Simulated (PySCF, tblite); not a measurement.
# C8H5F3N2SSe: excited states

Aim: compute the excited states of C8H5F3N2SSe (`C[Se]c1ccc(C(F)(F)F)c2nsnc12`).

Computed with tblite 0.8.0 and PySCF 2.14.0 and routines of our own; the level stands in each step. Atoms count from 0.

## 1. The starting structure

20 atoms, charge 0, multiplicity 1; geometry from: force field or distance geometry start.

## 2. Optimising the geometry with GFN2-xTB

Job settings and geometry (Å):

```
{"job": {"kind": "relax", "xc": "GFN2-xTB", "basis": "xTB"}, "charge": 0, "multiplicity": 1}
C      3.975100    -0.592600    -0.123600
Se     2.761900     0.501200     0.947500
C      0.921500     0.198200     0.502500
C      0.457900    -1.061000     0.182300
C     -0.886200    -1.232200    -0.125200
C     -1.748200    -0.135300    -0.145600
C     -3.158100    -0.425600    -0.507700
F     -3.996600    -0.067000     0.541300
F     -3.347900    -1.775800    -0.786700
F     -3.517100     0.251900    -1.655800
C     -1.302900     1.140900     0.162500
N     -1.942500     2.318800     0.217700
S     -1.074200     3.494600     0.610100
N      0.322400     2.565200     0.752200
C      0.032900     1.289900     0.484200
H      4.204800    -0.016600    -1.052100
H      4.902200    -0.687700     0.499300
H      3.517400    -1.587700    -0.334500
H      1.120800    -1.937000     0.200600
H     -1.248300    -2.231500    -0.372100
```

Launch:

```console
$ OMP_NUM_THREADS=1 python excited_run.py task.json out
```

This one command runs all jobs of the session in turn.

What it wrote:

```text
step      E/eV     max force
  0   -1254.86004    4.010
  1   -1255.35822    1.527
  2   -1255.47764    0.538
  3   -1255.51365    0.467
  4   -1255.56000    0.415
  5   -1255.57721    0.368
  6   -1255.59490    0.286
  7   -1255.60559    0.301
  8   -1255.61342    0.277
  9   -1255.61968    0.230
 10   -1255.62583    0.193
 11   -1255.63072    0.156
 12   -1255.63466    0.136
 13   -1255.63846    0.156
 14   -1255.64279    0.159
 15   -1255.64750    0.151
 16   -1255.65181    0.127
 17   -1255.65505    0.138
 18   -1255.65743    0.118
 19   -1255.65948    0.103
 20   -1255.66141    0.097
 21   -1255.66306    0.093
 22   -1255.66418    0.070
 23   -1255.66485    0.050
 24   -1255.66541    0.061
 25   -1255.66619    0.070
 26   -1255.66740    0.078
 27   -1255.66913    0.092
 28   -1255.67120    0.102
 29   -1255.67345    0.109
 30   -1255.67578    0.103
 31   -1255.67810    0.111
 32   -1255.68023    0.106
 33   -1255.68219    0.094
 34   -1255.68427    0.094
 35   -1255.68682    0.113
 36   -1255.68986    0.138
 37   -1255.69299    0.125
 38   -1255.69583    0.116
 39   -1255.69835    0.105
 40   -1255.70059    0.123
 41   -1255.70241    0.132
 42   -1255.70540    0.170
 43   -1255.70909    0.181
 44   -1255.71827    0.199
 45   -1255.72407    0.180
 46   -1255.71572    0.729
 47   -1255.73655    0.214
 48   -1255.74210    0.197
 49   -1255.74810    0.399
 50   -1255.75319    0.162
 51   -1255.75650    0.120
 52   -1255.76021    0.096
 53   -1255.76251    0.102
 54   -1255.76437    0.091
 55   -1255.76557    0.075
 56   -1255.76649    0.066
 57   -1255.76778    0.071
 58   -1255.76977    0.088
 59   -1255.77229    0.090
 60   -1255.77460    0.090
 61   -1255.77626    0.082
 62   -1255.77722    0.087
 63   -1255.77813    0.067
 64   -1255.77866    0.043
 65   -1255.77897    0.033
 66   -1255.77908    0.030
 67   -1255.77933    0.026
 68   -1255.77948    0.025
 69   -1255.77964    0.026
 70   -1255.77982    0.031
 71   -1255.78009    0.036
 72   -1255.78041    0.041
 73   -1255.78067    0.027
 74   -1255.78080    0.019
 75   -1255.78086    0.016
 76   -1255.78091    0.016
 77   -1255.78096    0.015
 78   -1255.78099    0.011
 79   -1255.78102    0.012
 80   -1255.78104    0.013
 81   -1255.78107    0.011
 82   -1255.78109    0.011
 83   -1255.78111    0.012
 84   -1255.78114    0.016
 85   -1255.78118    0.022
 86   -1255.78123    0.025
 87   -1255.78129    0.021
 88   -1255.78135    0.020
 89   -1255.78143    0.020
 90   -1255.78152    0.022
 91   -1255.78159    0.018
 92   -1255.78164    0.014
 93   -1255.78167    0.014
 94   -1255.78170    0.014
 95   -1255.78175    0.021
 96   -1255.78182    0.021
 97   -1255.78188    0.018
 98   -1255.78193    0.016
 99   -1255.78198    0.018
100   -1255.78205    0.027
101   -1255.78214    0.025
102   -1255.78221    0.017
103   -1255.78225    0.012
104   -1255.78228    0.013
105   -1255.78231    0.015
106   -1255.78234    0.011
107   -1255.78236    0.010
108   -1255.78238    0.010
```

Run time: 1.5 s. Hardware: 1 thread of Arm Neoverse V1, shared host; peak memory 0.18 GiB.

Step by step: (not every step is listed)

| step | energy from step 0 (eV) | largest force (eV/Å) |
| --- | --- | --- |
| 0 | 0.0000 | 4.0102 |
| 1 | -0.4982 | 1.5265 |
| 2 | -0.6176 | 0.5384 |
| 3 | -0.6536 | 0.4670 |
| 4 | -0.7000 | 0.4148 |
| 5 | -0.7172 | 0.3683 |
| 6 | -0.7349 | 0.2861 |
| 7 | -0.7455 | 0.3006 |
| 8 | -0.7534 | 0.2768 |
| 17 | -0.7950 | 0.1379 |
| 26 | -0.8074 | 0.0783 |
| 35 | -0.8268 | 0.1129 |
| 44 | -0.8582 | 0.1993 |
| 53 | -0.9025 | 0.1019 |
| 62 | -0.9172 | 0.0865 |
| 71 | -0.9200 | 0.0364 |
| 80 | -0.9210 | 0.0128 |
| 89 | -0.9214 | 0.0195 |
| 98 | -0.9219 | 0.0158 |
| 103 | -0.9222 | 0.0124 |
| 104 | -0.9222 | 0.0134 |
| 105 | -0.9223 | 0.0154 |
| 106 | -0.9223 | 0.0109 |
| 107 | -0.9223 | 0.0103 |
| 108 | -0.9223 | 0.0097 |

Distances of close pairs at the start and the end, largest changes first:

| bond | before (Å) | after (Å) | change (Å) |
| --- | --- | --- | --- |
| N11–S12 | 1.513 | 1.605 | +0.091 |
| S12–N13 | 1.684 | 1.608 | -0.075 |
| C10–C14 | 1.382 | 1.435 | +0.053 |
| C6–F8 | 1.392 | 1.344 | -0.047 |
| C6–F7 | 1.390 | 1.343 | -0.047 |
| C6–F9 | 1.381 | 1.344 | -0.037 |
| Se1–C2 | 1.918 | 1.882 | -0.035 |
| C0–H16 | 1.121 | 1.087 | -0.034 |

The end geometry stands in the next job.

## 3. Infrared spectrum with GFN2-xTB

Job settings and geometry (Å):

```
{"job": {"kind": "ir", "xc": "GFN2-xTB", "basis": "xTB"}, "charge": 0, "multiplicity": 1}
C      3.790125    -0.749199     0.158244
Se     2.837742     0.904858     0.582206
C      1.066313     0.374469     0.229687
C      0.633117    -0.867552    -0.179379
C     -0.725791    -1.132186    -0.401606
C     -1.699684    -0.177519    -0.224431
C     -3.151800    -0.460058    -0.453588
F     -3.900055    -0.225636     0.636596
F     -3.381061    -1.739812    -0.795450
F     -3.673142     0.288534    -1.440448
C     -1.304669     1.110630     0.188542
N     -2.053751     2.186885     0.417601
S     -1.098760     3.395872     0.866819
N      0.311702     2.626091     0.797421
C      0.087746     1.373887     0.412951
H      3.605958    -1.022431    -0.877468
H      4.847465    -0.543161     0.300451
H      3.477836    -1.541365     0.833788
H      1.337850    -1.668675    -0.334014
H     -1.012289    -2.122954    -0.720957
```

What it wrote:

```text
mode    cm-1     km/mol
  1      26.3      0.00
  2      50.5      0.92
  3      56.3      2.55
  4     100.1      0.23
  5     118.6      1.39
  6     136.1      0.00
  7     174.6      0.91
  8     182.5      1.67
  9     199.5      0.22
 10     216.1      0.49
 11     235.4      0.78
 12     303.8      0.40
 13     366.8      0.07
 14     395.7      9.61
 15     449.4     11.06
 16     450.3     20.39
 17     492.3      2.37
 18     504.6      3.76
 19     537.3      2.51
 20     543.5     21.95
 21     569.1     28.88
 22     615.6      7.38
 23     615.7      5.86
 24     649.4     13.21
 25     723.1      1.90
 26     737.3     13.95
 27     814.0     25.55
 28     853.8     81.61
 29     867.0     53.52
 30     867.5     15.92
 31     883.5     70.35
 32     896.9      1.28
 33     918.1     73.39
 34     966.4     28.51
 35    1041.9    313.35
 36    1052.6    204.97
 37    1129.4    219.86
 38    1164.3     26.05
 39    1238.8    104.94
 40    1281.3     11.88
 41    1295.5     28.95
 42    1322.0      3.50
 43    1337.4      9.54
 44    1397.1     88.99
 45    1432.1     15.43
 46    1436.3      6.82
 47    1477.9    115.66
 48    1528.7    104.22
 49    1571.3     24.10
 50    3008.8      2.41
 51    3021.2      8.32
 52    3035.5      4.36
 53    3096.4      2.37
 54    3109.2     10.82
```

Run time: 1.5 s. Hardware: 1 thread of Arm Neoverse V1, shared host; peak memory 0.18 GiB.

Which atoms move in the most intense modes:

| cm⁻¹ | km/mol | atoms |
| --- | --- | --- |
| 854 | 81.6 | N11 26 %, N13 24 %, S12 18 %, H16 12 % |
| 1042 | 313.4 | C6 74 %, F9 15 % |
| 1053 | 205.0 | C6 72 %, F7 11 % |
| 1129 | 219.9 | C6 32 %, H18 26 %, C10 11 % |
| 1239 | 104.9 | H18 41 %, C6 21 %, C5 12 % |
| 1397 | 89.0 | C2 27 %, C5 20 %, C3 19 %, C10 11 % |
| 1478 | 115.7 | C14 39 %, C3 21 % |
| 1529 | 104.2 | C10 37 %, C4 23 %, C5 19 % |

## 4. Excited states: TDA LC-wPBE/def2-SVP

Settings changed since step 3:

```diff
@@ -1,2 +1,2 @@
-{"job": {"kind": "ir", "xc": "GFN2-xTB", "basis": "xTB"}, "charge": 0, "multiplicity": 1}
+{"job": {"kind": "states", "xc": "LC-wPBE", "basis": "def2-SVP", "tda": true, "soc": true, "nstates": 6, "ntriplets": 5, "nquad": 4}, "charge": 0, "multiplicity": 1}
 C      3.790125    -0.749199     0.158244
```

With the program's defaults for keys left out, this is: TDA LC-wPBE/def2-SVP excited states, vertical, gas phase, spin-orbit mean-field couplings.

What it wrote:

```text
coarse grid: 93592 points
cycle   1  E = -3514.5160599743  dE =  2.979e+00  |g| = 1.099e+00  |ddm| = 6.092e+00
cycle   2  E = -3514.5713461451  dE = -5.529e-02  |g| = 1.108e+00  |ddm| = 2.314e+00
cycle   3  E = -3514.7671689570  dE = -1.958e-01  |g| = 1.039e-01  |ddm| = 1.162e+00
cycle   4  E = -3514.7694742469  dE = -2.305e-03  |g| = 4.241e-02  |ddm| = 1.893e-01
cycle   5  E = -3514.7699437033  dE = -4.695e-04  |g| = 2.134e-02  |ddm| = 9.639e-02
cycle   6  E = -3514.7700677288  dE = -1.240e-04  |g| = 6.822e-03  |ddm| = 3.227e-02
cycle   7  E = -3514.7700890607  dE = -2.133e-05  |g| = 2.980e-03  |ddm| = 1.328e-02
cycle   8  E = -3514.7700970075  dE = -7.947e-06  |g| = 1.342e-03  |ddm| = 8.753e-03
final grid: 198144 points
cycle   9  E = -3514.7699306703  dE = -1.726e-06  |g| = 1.171e-03  |ddm| = 5.103e-03
cycle  10  E = -3514.7699312636  dE = -5.933e-07  |g| = 1.243e-03  |ddm| = 3.068e-03
cycle  11  E = -3514.7699316912  dE = -4.276e-07  |g| = 3.103e-04  |ddm| = 1.470e-03
cycle  12  E = -3514.7699318485  dE = -1.573e-07  |g| = 2.559e-04  |ddm| = 1.254e-03
cycle  13  E = -3514.7699319203  dE = -7.174e-08  |g| = 7.911e-05  |ddm| = 9.141e-04
cycle  14  E = -3514.7699319228  dE = -2.481e-09  |g| = 1.580e-05  |ddm| = 1.732e-04
cycle  15  E = -3514.7699319229  dE = -1.437e-10  |g| = 8.274e-06  |ddm| = 3.886e-05
converged SCF energy = -3514.7699319229

Singlet excitations
state   eV       nm        f     d(h-e)  d(exc)  Lambda  PR(NTO)  |dmu|/D   mu/D   main configurations
  1   3.9950   310.3   0.29310   1.820   3.828   0.633   1.074    5.645    9.675   H->L 0.95
  2   4.7730   259.8   0.00007   0.384   2.687   0.456   1.020    0.991    3.287   H-3->L 0.77, H-4->L 0.09
  3   5.0249   246.7   0.20452   0.097   3.081   0.656   1.550    0.379    4.245   H-1->L 0.76, H->L+1 0.13
  4   5.4932   225.7   0.00028   0.396   2.656   0.478   1.194    1.597    2.581   H->L+3 0.66, H-2->L+3 0.10
  5   5.5616   222.9   0.00177   0.174   2.968   0.471   1.281                     H-4->L 0.54, H-5->L 0.24
  6   5.5784   222.3   0.01749   0.799   3.437   0.747   1.222                     H-2->L 0.85

Triplet excitations (Tamm-Dancoff)
state   eV     d(h-e)  d(exc)  Lambda  PR(NTO)   main configurations
  1   2.3889   0.581   3.199   0.663   1.145   H->L 0.71, H-2->L 0.19
  2   3.4822   0.133   2.954   0.684   1.069   H-1->L 0.93
  3   3.9331   0.835   2.958   0.730   1.573   H-2->L 0.46, H-6->L 0.17, H->L+2 0.14
  4   4.0376   0.274   2.552   0.455   1.052   H-3->L 0.71, H-3->L+2 0.10, H-4->L 0.09
  5   4.6901   0.284   2.781   0.618   1.975   H->L+1 0.40, H-6->L 0.18, H-2->L+1 0.13
S1 - T1 = 1.6061 eV

Spin-orbit couplings |<S|Hso|T>| (cm-1)
             T1       T2       T3       T4       T5
S0        1.948    1.129    5.897   76.268   11.932
S1        0.856    0.396    1.492   31.750    1.660
S2       25.072   36.149   33.236    1.339   21.391
S3        0.626    0.530    1.310   34.513    0.340
S4       70.660   13.708   69.936    8.114   27.285
S5      129.208   27.446  169.126   21.108   88.368
S6       13.528    5.063   20.598   31.923   11.501
T1 sublevels (cm-1): 0.000 0.508 0.686   radiative rates (1/s): 8.83 4.24 0.468
```

Run time: 3 min. Hardware: 1 thread of Arm Neoverse V1, shared host; peak memory 1.4 GiB.

In short:

| quantity | value |
| --- | --- |
| S1 less T1 | 1.61 eV |

Orbitals, density, ELF and potential are computed afterwards from the orbital file.

Frontier orbitals at LC-wPBE/def2-SVP, with the share of their density that lies nearest to each atom:

| orbital | energy (eV) | lies on |
| --- | --- | --- |
| HOMO | -8.74 | Se1 51 %; C3, C5 about 11 % each; C2 7 % |
| LUMO | -0.93 | S12 21 %; N11, N13 about 15 % each; C2 13 % |

ELF in a plane through or near 16 of the atoms.

Ten even steps from '0' (0.00) to '9' (1.00):
```
0000000000000000000000000000
0000000000000001220000000000
0000000000000004886200000000
0000000000015315797200000000
0000000010049863613000000000
0000001687129117276640000000
0000003876403882344982000000
0000002466324237576971000000
0005962533663858641000000000
0019997873633303981000000000
0018991051067424238430000000
0002545630479775758721000000
0000001200997644403861000000
0000000000992299808686000000
0000000000330299707885000000
0000000000000047201110000000
0000000000000000000000000000
0000000000000000000000000000
0000000000000000000000000000
0000000000000000000000000000
```
The map spans 15.0 Å across and 11.9 Å up, centred on the molecule. Atoms in the plane (x, y in Å): C0 (-3.9, -0.3), Se1 (-2.7, 1.3), C2 (-1.0, 0.5), C3 (-0.7, -0.8), C4 (0.6, -1.3), C5 (1.7, -0.4), C6 (3.1, -0.9), F8 (3.2, -2.2), C10 (1.4, 1.0), N11 (2.3, 2.0), S12 (1.5, 3.4), N13 (0.0, 2.8), C14 (0.1, 1.4), H16 (-4.9, 0.1), H18 (-1.5, -1.5), H19 (0.8, -2.3).

On the surface of density 0.002 e/bohr³ the electrostatic potential runs, from the 1st to the 99th percentile, from -1.32 V near N11 to 1.27 V near H18.

## 5. Outcome

| quantity | value |
| --- | --- |
| strongest single infrared mode (GFN2-xTB) | 1042 cm⁻¹, 313 km/mol |
| zero-point energy (GFN2-xTB) | 73.6 kcal/mol |
| S1 less T1 (step 4, TDA LC-wPBE/def2-SVP) | 1.61 eV |
| potential on the surface of density 0.002 e/bohr³, 1st and 99th percentile | -1.32 V and 1.27 V |

No mode is imaginary among the 54: a minimum at this level. The strongest single mode, at 1042 cm⁻¹, moves mainly C6. GFN2-xTB is a fitted tight-binding method: band positions and strengths are rough. Its intensities can rank the bands wrongly. Scalar relativity is left out for the heavy atoms. In step 4, the number of triplets below S1 is 3, and the largest singlet-triplet spin-orbit coupling is S5–T3, 169.13 cm⁻¹. At LC-wPBE/def2-SVP, counted by nearest atom on the grid, the HOMO lies on Se1 51 %; C3, C5 about 11 % each, the LUMO on S12 21 %; N11, N13 about 15 % each.
